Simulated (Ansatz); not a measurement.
# Chromium, hcp under PBEsol: from relaxation to bulk modulus

The plan for chromium in the hcp structure: relax it, solve it on a dense k-mesh, then scale the cell to 7 volumes from 88 to 112 % of the relaxed one and try a fit of the equation of state. The start is ferromagnetic. The k-meshes are 14×14×8 for the relaxation; 24×24×12 for the dense run; 16×16×8 for the volumes.

This is Cr in the hcp structure; at room conditions it is bcc.

Computed with Ansatz 0.2.0 (DFT PBEsol, plane waves (420 eV) with PAW, scalar-relativistic; PBE-made PAW files, unless a step says otherwise).

## (1) The system as given

Symmetry: P6_3/mmc, No. 194, hexagonal system. The conventional cell has a = 2.569 Å, b = 2.569 Å, c = 4.196 Å, α = 90.00°, β = 90.00°, γ = 120.00°. Cr (site symmetry -6m2) is surrounded by 12 Cr at 2.57 Å.

As a file:

```
CELL_PARAMETERS angstrom
2.56926 0.00000 0.00000
-1.28463 2.22504 0.00000
0.00000 0.00000 4.19560
ATOMIC_POSITIONS crystal
Cr 0.33333 0.66667 0.25000
Cr 0.66667 0.33333 0.75000
```

The atoms start with moments of +1.5 ×2 μB.

## (2) Geometry optimisation

The input, input.yaml:

```yaml
crystal:
  lattice:
    - [2.569259227, 0.0, 0.0]
    - [-1.2846296135, 2.2250437595, 0.0]
    - [0.0, 0.0, 4.1956003177]
  atoms:
    - { symbol: Cr, position: [0.3333333333, 0.6666666667, 0.25], spin: 1.5 }
    - { symbol: Cr, position: [0.6666666667, 0.3333333333, 0.75], spin: 1.5 }
hamiltonian:
  xc: pbesol
  pseudopotentials:
    kind: paw
    azcp:
      Cr: "pseudopotentials/Cr.paw.azcp"
basis:
  ecutwfc: 420
  fft_grid_basis: typed
kpoints:
  mp_grid: { grid: [14, 14, 8], shift: [0, 0, 0] }
magnetization:
  spin_polarized: true
scf:
  occupations: { method: fermi_dirac, width: 0.05 }
relax:
  max_steps: 60
  f_tol: 0.01
  cell: {}
```

The runs that follow: The energy on a finer k-mesh; The cell scaled to 88 % of its volume; The cell scaled to 92 % of its volume; The cell scaled to 96 % of its volume; The cell scaled to 100 % of its volume; The cell scaled to 104 % of its volume; The cell scaled to 108 % of its volume; The cell scaled to 112 % of its volume.

What does the calculation give? Wanted: space group; conventional cell; volume; shortest distance; gap on the mesh; magnetic state; relative to bcc; V₀, B₀, B₀′.

The runs gave:

| quantity | value |
| --- | --- |
| space group (spins left aside) | P6_3/mmc (No. 194) |
| conventional cell | a = 2.457 Å, c = 4.394 Å (c/a = 1.789) |
| volume | 11.486 Å³/atom |
| shortest distance | 2.457 Å |
| gap on the mesh | none (levels filled in part) |
| magnetic state | non-magnetic |
| relative to bcc | +421 meV/atom |
| V₀, B₀, B₀′ | 11.482 Å³/atom, 257 GPa, 4.1 |

What this shows: From the guessed start the volume shrank by 4.2 % in 9 steps. Against the reference form of chromium (bcc, computed apart with the same settings) it stands 421 meV/atom higher, so it is far from stable. The starting moments do not survive. Levels at the Fermi energy are filled in part, as in a metal. The fitted modulus is 257 GPa; letting shape and positions relax at each volume could only lower it. Relaxation kept the symmetry; phonons were not checked.
